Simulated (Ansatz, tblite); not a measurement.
# S-phenylphenoxathiinium tetracyanoborate (C₂₂H₁₃BN₄OS): which spin state is lowest

Is the singlet the ground state of S-phenylphenoxathiinium tetracyanoborate (C₂₂H₁₃BN₄OS)? Other spin states are computed and compared level by level.

Computed with Ansatz 0.2.0, Gaussian basis. Level: as each input shows.

Plan: triplet, at the geometry of the singlet (GFN1-xTB, GFN2-xTB, PBE0-D4/def2-TZVP, PBE-D4/def2-TZVP); the singlet's energies come from earlier runs.

## (1) The structure

The geometry is that of the singlet, from an earlier relaxation (PBE-D4/def2-SVP).

SMILES `N#C[B-](C#N)(C#N)C#N.c1ccc([S+]2c3ccccc3Oc3ccccc32)cc1`, 42 atoms, charge 0, spin multiplicity 1.

Bond lengths: N1–C2 1.172 Å, C2–B3 1.584 Å, B3–C4 1.604 Å, B3–C6 1.604 Å, B3–C8 1.601 Å, C4–N5 1.175 Å, C6–N7 1.174 Å, C8–N9 1.173 Å, C10–C11 1.406 Å, C10–C29 1.403 Å, C10–H30 1.100 Å, C11–C12 1.402 Å, C11–H31 1.100 Å, C12–C13 1.403 Å, C12–H32 1.100 Å, C13–S14 1.814 Å, C13–C28 1.405 Å, S14–C15 1.785 Å and more. Angles: N1–C2–B3 179.9°, C2–B3–C4 112.9°, C2–B3–C6 112.6°, C2–B3–C8 113.0°, C4–B3–C6 105.9°, C4–B3–C8 105.7°, C6–B3–C8 106.1°, B3–C4–N5 172.8°, B3–C6–N7 172.4°, B3–C8–N9 173.0°, C11–C10–C29 120.4°, C11–C10–H30 119.7°, C29–C10–H30 119.8°, C10–C11–C12 120.3°, C10–C11–H31 120.2°, C12–C11–H31 119.5°, C11–C12–C13 118.2°, C11–C12–H32 120.8° and more.

## (2) Triplet at the fixed geometry, GFN1-xTB

Tight binding, by tblite at 300 K electronic temperature and without a spin-polarisation term:

```python
tblite.interface.Calculator('GFN1-xTB', numbers, positions, charge=0, uhf=2).singlepoint()
```

Energy -2062.0647 eV; 0.17 s.

## (3) Triplet at the fixed geometry, GFN2-xTB

Tight binding, by tblite at 300 K electronic temperature and without a spin-polarisation term:

```python
tblite.interface.Calculator('GFN2-xTB', numbers, positions, charge=0, uhf=2).singlepoint()
```

Energy -2003.1135 eV; 0.19 s.

## (4) Triplet at the fixed geometry, PBE0-D4/def2-TZVP

The input, in.yaml:

```yaml
crystal:
  periodic: [false, false, false]
  atoms:
    - {symbol: N, position_ang: [-3.184311, 2.724731, 5.126265]}
    - {symbol: C, position_ang: [-2.625344, 2.144390, 4.275213]}
    - {symbol: B, position_ang: [-1.871100, 1.359883, 3.124292]}
    - {symbol: C, position_ang: [-1.095843, 2.332188, 2.111724]}
    - {symbol: N, position_ang: [-0.482937, 2.921737, 1.301567]}
    - {symbol: C, position_ang: [-2.865084, 0.485509, 2.219469]}
    - {symbol: N, position_ang: [-3.468758, -0.185389, 1.468453]}
    - {symbol: C, position_ang: [-0.766418, 0.343258, 3.679901]}
    - {symbol: N, position_ang: [0.092777, -0.407875, 3.953154]}
    - {symbol: C, position_ang: [-0.365816, -4.411882, -0.986115]}
    - {symbol: C, position_ang: [0.802890, -3.681911, -1.265565]}
    - {symbol: C, position_ang: [0.905484, -2.337844, -0.881022]}
    - {symbol: C, position_ang: [-0.181926, -1.753776, -0.215119]}
    - {symbol: S, position_ang: [-0.178123, -0.023345, 0.328253]}
    - {symbol: C, position_ang: [-0.693831, 0.852109, -1.139699]}
    - {symbol: C, position_ang: [-2.075245, 1.000318, -1.350747]}
    - {symbol: C, position_ang: [-2.523228, 1.625385, -2.518430]}
    - {symbol: C, position_ang: [-1.593346, 2.101496, -3.460149]}
    - {symbol: C, position_ang: [-0.220003, 1.967238, -3.237181]}
    - {symbol: C, position_ang: [0.243177, 1.343490, -2.066134]}
    - {symbol: O, position_ang: [1.600734, 1.275082, -1.917660]}
    - {symbol: C, position_ang: [2.197917, 0.969423, -0.728760]}
    - {symbol: C, position_ang: [3.574277, 1.243987, -0.640607]}
    - {symbol: C, position_ang: [4.266584, 0.972401, 0.542902]}
    - {symbol: C, position_ang: [3.600206, 0.431189, 1.657309]}
    - {symbol: C, position_ang: [2.232708, 0.150547, 1.584632]}
    - {symbol: C, position_ang: [1.543170, 0.409421, 0.385667]}
    - {symbol: C, position_ang: [-1.356300, -2.463584, 0.086738]}
    - {symbol: C, position_ang: [-1.439081, -3.805843, -0.314832]}
    - {symbol: H, position_ang: [-0.436117, -5.466897, -1.291138]}
    - {symbol: H, position_ang: [1.644610, -4.162514, -1.786446]}
    - {symbol: H, position_ang: [1.821493, -1.763051, -1.083273]}
    - {symbol: H, position_ang: [-2.785841, 0.620662, -0.598869]}
    - {symbol: H, position_ang: [-3.602507, 1.743020, -2.690035]}
    - {symbol: H, position_ang: [-1.942926, 2.595865, -4.378632]}
    - {symbol: H, position_ang: [0.525564, 2.350609, -3.948143]}
    - {symbol: H, position_ang: [4.069435, 1.685647, -1.516841]}
    - {symbol: H, position_ang: [5.341872, 1.197934, 0.599815]}
    - {symbol: H, position_ang: [4.143838, 0.231017, 2.591497]}
    - {symbol: H, position_ang: [1.689936, -0.260881, 2.453164]}
    - {symbol: H, position_ang: [-2.191658, -1.973941, 0.615599]}
    - {symbol: H, position_ang: [-2.350920, -4.379804, -0.090229]}
basis:
  gaussian: {orbitals: def2-TZVP, fitting: {mean_field: def2-universal-jkfit}}
magnetization: {spin_polarized: true, initial_magnetization: 2}
hamiltonian: {xc: pbe0, dispersion: d4}
scf: {omitted_lower_state_checks: [starts]}
output: {orbitals: {seedname: orbitals}}
```

The run is started by

```sh
ansatz run in.yaml --threads 2 --pin off --events-out ev --progress --plain --max-ram 32768MiB --backend cuda --devices 0, --max-vram 18GiB
```

Output:

```text
Functional definition: PBE0
  name "PBE0"
  cite "Adamo & Barone, J. Chem. Phys. 110, 6158 (1999) doi:10.1063/1.478522"
  cite "Perdew, Burke & Ernzerhof, Phys. Rev. Lett. 77, 3865 (1996) doi:10.1103/PhysRevLett.77.3865"
  parent pbe
  parameter a = 0.25
  parameter kappa = 0.804
  parameter beta = 0.06672455060314922
  exchange = (1 - a)*pbe_x(kappa = kappa, mu = beta*pi^2/3) + a*exact_x
  correlation = pbe_c(beta = beta)
these checks for a lower state are left out or cut short: starts
2472 factors; integrals over basis functions are off by at most 8.7e-1 eV
mean field evaluation 1: about -42471.3847 eV, gradient 9.0e1 eV
mean field evaluation 2: about -42328.5939 eV, gradient 1.9e2 eV
mean field evaluation 4: about -42499.0587 eV, gradient 3.6e1 eV
mean field evaluation 8: about -42508.1140 eV, gradient 4.1e0 eV
mean field evaluation 16: about -42508.2049 eV, gradient 5.3e-1 eV
mean field -42508.63814295 eV, -1562.1636383635 hartree, gradient 2.4e-5 eV, S^2 2.036324; 0 other end points of the search recorded, 0 dependent functions left out
reference -42508.63820486 eV, -1562.1636406386 hartree; 102, 100 occupied and 881, 883 virtual orbitals, 2472 factors
Total energy: -42510.42261895 eV, -1562.2292166470 hartree
Checks for a lower state left out: starts
```

Run time: 46 s. Hardware: 1 × H100 (card shared with other runs) with 2 threads of AMD EPYC 7R13, shared host.

HOMO -4.03 eV, LUMO -5.77 eV (over both spins; with the spin held, an empty level of the minority spin lies below the top filled one); ⟨S²⟩ 2.036 (pure: 2.00).

## (5) Triplet at the fixed geometry, PBE-D4/def2-TZVP

start.molden holds the orbitals of an earlier run on this state, given as this run's starting guess.

in.yaml, as its differences from that of step 4:

```diff
@@ -46,5 +46,5 @@
 basis:
-  gaussian: {orbitals: def2-TZVP, fitting: {mean_field: def2-universal-jkfit}}
+  gaussian: {orbitals: def2-TZVP, fitting: {mean_field: def2-universal-jkfit}, initial_orbitals: start.molden}
 magnetization: {spin_polarized: true, initial_magnetization: 2}
-hamiltonian: {xc: pbe0, dispersion: d4}
+hamiltonian: {xc: pbe, dispersion: d4}
 scf: {omitted_lower_state_checks: [starts]}
```

Launched as before.

Output:

```text
Functional definition: PBE
  name "PBE"
  cite "Perdew, Burke & Ernzerhof, Phys. Rev. Lett. 77, 3865 (1996) doi:10.1103/PhysRevLett.77.3865"
  parent pbe
  parameter kappa = 0.804
  parameter beta = 0.06672455060314922
  exchange = pbe_x(kappa = kappa, mu = beta*pi^2/3)
  correlation = pbe_c(beta = beta)
these checks for a lower state are left out or cut short: starts
2472 factors; integrals over basis functions are off by at most 8.7e-1 eV
mean field evaluation 1: about -42506.2529 eV, gradient 1.6e1 eV
mean field evaluation 2: about -42506.8569 eV, gradient 7.8e-1 eV
mean field evaluation 4: about -42506.9267 eV, gradient 4.4e-1 eV
mean field evaluation 8: about -42506.9397 eV, gradient 2.4e-2 eV
mean field evaluation 16: about -42506.9397 eV, gradient 4.9e-5 eV
mean field -42506.93972656 eV, -1562.1012227126 hartree, gradient 4.4e-6 eV, S^2 2.006648; 0 other end points of the search recorded, 0 dependent functions left out
reference -42506.93981004 eV, -1562.1012257802 hartree; 102, 100 occupied and 881, 883 virtual orbitals, 2472 factors
Total energy: -42508.96597270 eV, -1562.1756858849 hartree
Checks for a lower state left out: starts
```

Run time: 38 s. Hardware: 1 × H100 (card shared with other runs) with 2 threads of AMD EPYC 7R13, shared host; peak host memory 1.6 GiB.

Report: HOMO -3.31 eV, LUMO -6.59 eV (over both spins; with the spin held, an empty level of the minority spin lies below the top filled one); ⟨S²⟩ 2.007 (pure: 2.00).

## (6) Triplet less singlet, vertical

The singlet's energies are those of its earlier runs, whose logs aren't repeated here.

| level | triplet less singlet, vertical (kJ/mol) | time |
| --- | --- | --- |
| GFN1-xTB | +309.1 | 0.3 s |
| GFN2-xTB | +292.5 | 0.3 s |
| PBE-D4/def2-TZVP | +326.6 | 62 s |
| PBE0-D4/def2-TZVP | +359.2 | 72 s |

Times add the two runs; a level without a time comes out of a correlated run. Tight binding without a spin term can't rank spin states.

## (7) Summary of results

```
                                                quantity                                       value
triplet less singlet, vertical, functionals in def2-TZVP  +326.6 (PBE-D4) to +359.2 kJ/mol (PBE0-D4)
```

What this shows: All functionals put the triplet above the singlet, over a spread of 32.6 kJ/mol. The checks for a lower triplet were left out, so another state of that spin may lie lower. These are electronic energies, without zero-point motion, entropy or surroundings.
